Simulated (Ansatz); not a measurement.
# Niobium, fcc under m-r²SCAN: from relaxation to bulk modulus

What does m-r²SCAN give for niobium in the fcc structure? We relax it, solve it on a dense k-mesh, then scale the cell to 7 volumes from 88 to 112 % of the relaxed one and try a fit of the equation of state. The start is ferromagnetic. The k-meshes are 13×13×13 for the relaxation; 21×21×21 for the dense run; 14×14×14 for the volumes.

This is Nb in the fcc structure; at room conditions it is bcc.

Method: DFT m-r2SCAN, plane waves (500 eV) with PAW, scalar-relativistic; PBE-made PAW files; m-r²SCAN is r²SCAN on the gauge-invariant kinetic-energy density, in Ansatz 0.2.0.

**1. The starting structure**

Symmetry: Fm-3m, No. 225, cubic system. Conventional cell: a = 4.158 Å, b = 4.158 Å, c = 4.158 Å, α = 90.00°, β = 90.00°, γ = 90.00°. Around Nb (site symmetry m-3m) lie 12 Nb at 2.94 Å.

Structure file:

```cif
data_structure
_symmetry_space_group_name_H-M 'P 1'
_symmetry_Int_Tables_number 1
_cell_length_a 2.9403
_cell_length_b 2.9403
_cell_length_c 2.9403
_cell_angle_alpha 60.000
_cell_angle_beta 60.000
_cell_angle_gamma 60.000
_cell_volume 17.98
loop_
_atom_site_label
_atom_site_type_symbol
_atom_site_fract_x
_atom_site_fract_y
_atom_site_fract_z
_atom_site_occupancy
Nb1 Nb 0.00000 0.00000 0.00000 1
```

The atoms start with moments of +1 μB.

**2. Relaxation of the cell**

File input.yaml:

```yaml
crystal:
  lattice:
    - [0.0, 2.0791217165, 2.0791217165]
    - [2.0791217165, 0.0, 2.0791217165]
    - [2.0791217165, 2.0791217165, 0.0]
  atoms:
    - { symbol: Nb, position: [0.0, 0.0, 0.0], spin: 1.0 }
hamiltonian:
  xc: mr2scan
  pseudopotentials:
    kind: paw
    azcp:
      Nb: "pseudopotentials/Nb.paw.azcp"
basis:
  ecutwfc: 500
  fft_grid_basis: typed
kpoints:
  mp_grid: { grid: [13, 13, 13], shift: [0, 0, 0] }
magnetization:
  spin_polarized: true
scf:
  occupations: { method: fermi_dirac, width: 0.05 }
relax:
  max_steps: 60
  f_tol: 0.01
  cell: {}
```

Run with:

```bash
ansatz run input.yaml --threads 2 --pin off --max-ram 6144MiB --backend cpu --events-out ev --progress --plain --runs-dir out
```

Further steps of the session: The energy on a finer k-mesh; Volume × 0.88; Volume × 0.92; Volume × 0.96; Volume × 1.0; Volume × 1.04; Volume × 1.08; Volume × 1.12.

Q: Predict the outcome of this session. Wanted: space group; conventional cell; volume; shortest distance; gap on the mesh; magnetic state; relative to bcc; V₀, B₀, B₀′.

**Answer**, as computed:

```
                      quantity                         value
space group (spins left aside)               Fm-3m (No. 225)
             conventional cell                   a = 4.214 Å
                        volume                18.711 Å³/atom
             shortest distance                       2.980 Å
               gap on the mesh  none (levels filled in part)
                magnetic state                  non-magnetic
               relative to bcc                 +332 meV/atom
                   V₀, B₀, B₀′  18.713 Å³/atom, 165 GPa, 3.1
```

**Reading.** From the guessed start the volume grew by 4.1 % in 5 steps. It lies 332 meV/atom above the element's reference form at the same level (bcc, from a run of its own), so it is far from stable. The moments die out: the run ends non-magnetic. Levels at the Fermi energy are filled in part, as in a metal. The fitted modulus is 165 GPa. Relaxation kept the symmetry; phonons were not checked.
